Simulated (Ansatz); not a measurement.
Ti3C2:

```
Ti C
1.0
     3.06660    0.00000    0.00000
    -1.53330    2.65576    0.00000
     0.00000    0.00000   15.11715
Ti C
6 4
Direct
  0.00000 0.00000 0.50000
  0.00000 0.00000 0.00000
  0.33333 0.66667 0.65612
  0.66667 0.33333 0.15612
  0.66667 0.33333 0.34388
  0.33333 0.66667 0.84388
  0.33333 0.66667 0.08590
  0.66667 0.33333 0.58590
  0.33333 0.66667 0.41410
  0.66667 0.33333 0.91410
```

The cell comes from a database or a generator and needn't be the stable form of this composition.

Base run:

| Quantity | Value |
| --- | --- |
| Program | Ansatz 0.2.0 |
| Functional | PBEsol |
| Potentials or basis | Ansatz PAW |
| Cutoff | 420 eV (not typed: the program's choice for these potentials) |
| k mesh | 10 × 10 × 2 |
| Occupations | fermi-dirac, width 0.05 eV |
| Spin | no spin polarisation |
| Hubbard terms | Ti d U = 1 eV |

Its results: band gap on the k mesh none (metal or under the smearing width); pressure -3.7 GPa; largest force 0.287 eV/Å.

The run is repeated on the same cell with these changes: hubbard terms from Ti d U = 1 eV to Ti d U = 6 eV. What comes out?

Band gap on the k mesh none (metal or under the smearing width); pressure 3.3 GPa; largest force 0.067 eV/Å.

Caveats: U without spin polarisation on a metal has little footing; the PAW data sets come from PBE, with cores solved anew for the run's functional, which leaves a small shift of forces and pressure; the U is typed as a test and isn't derived for this compound; the density of states is complete only up to the lowest level of the last band computed.
